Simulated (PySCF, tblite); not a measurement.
**C₅H₈SSi: geometry, infrared bands and NMR shifts**

Wanted: the infrared bands and NMR shifts of C₅H₈SSi (`CSC1=CC=C[SiH2]1`), by calculation.

Computed with tblite 0.8.0 and PySCF 2.14.0, with density-fitted response routines of our own, on a single molecule in the gas phase. Atoms count from 0, in the outputs and in this text.

### 1 The starting structure

15 atoms, charge 0, multiplicity 1; geometry from: force field or distance geometry start.

Bonds of the start (Å): C0–S1 1.85, S1–C2 1.78, C2–C3 1.33, C3–C4 1.43, C4–C5 1.30, C5–Si6 1.86, Si6–C2 1.86, C0–H7 1.11, C0–H8 1.13, C0–H9 1.10, C3–H10 1.11, C4–H11 1.12, C5–H12 1.09, Si6–H13 1.46, Si6–H14 1.44.

### 2 Geometry optimisation with GFN2-xTB

Job settings and geometry (Å):

```
{"job": {"kind": "relax", "xc": "GFN2-xTB", "basis": "xTB"}, "charge": 0, "multiplicity": 1}
C      2.795100    -0.246400    -0.604600
S      1.546400     0.638100    -1.637500
C     -0.010900     0.382500    -0.813700
C     -1.186700     0.849100    -1.214800
C     -2.324300     0.529500    -0.408700
C     -2.152200    -0.194500     0.657500
Si    -0.337200    -0.567000     0.748000
H      2.457400    -1.299800    -0.523600
H      2.852700     0.251700     0.403500
H      3.750800    -0.141300    -1.134800
H     -1.257500     1.452200    -2.138700
H     -3.352100     0.879800    -0.681100
H     -2.916100    -0.508100     1.367200
H     -0.196500    -2.010400     0.552200
H      0.326900    -0.007500     1.901400
```

The run is started by

```sh
$ OMP_NUM_THREADS=1 python probes_run.py task.json out
```

One launch serves the whole session: the jobs run in the order shown.

**Question.** This job is followed by: GFN2-xTB harmonic vibrations, gas phase; GIAO PBE0/pcSseg-1 NMR shielding, non-relativistic, gas phase. Predict these results of the whole session: strongest single infrared mode (GFN2-xTB); zero-point energy (GFN2-xTB); ¹³C shifts against TMS (PBE0/pcSseg-1); ¹H shifts against TMS (PBE0/pcSseg-1, means over atoms taken as alike); ³³S shifts against CS2 (PBE0/pcSseg-1); ²⁹Si shifts against TMS (PBE0/pcSseg-1).

As calculated:

| quantity | value |
| --- | --- |
| strongest single infrared mode (GFN2-xTB) | 2246 cm⁻¹, 437 km/mol |
| zero-point energy (GFN2-xTB) | 67.6 kcal/mol |
| ¹³C shifts against TMS (PBE0/pcSseg-1) | 159.9, 159.3, 138.8, 122.9, 23.7 ppm |
| ¹H shifts against TMS (PBE0/pcSseg-1, means over atoms taken as alike) | 7.32, 6.72, 5.76, 4.62, 2.33 ppm |
| ³³S shifts against CS2 (PBE0/pcSseg-1) | 51 ppm |
| ²⁹Si shifts against TMS (PBE0/pcSseg-1) | -51.3 ppm |

What this shows: The optimisation took 43 steps and gained 0.326 eV; among the close pairs (by a distance rule), C2–Si6 changed most, from 1.857 to 1.906 Å. No mode is imaginary among the 39: a minimum at this level. The strongest single mode, at 2246 cm⁻¹, moves mainly H13 and H14. Unscaled tight-binding wavenumbers are off by several per cent, some by more. Its intensities can rank the bands wrongly. At PBE0/pcSseg-1: The widest tensor belongs to S1: span 392 ppm, with a paramagnetic part of -603 ppm.
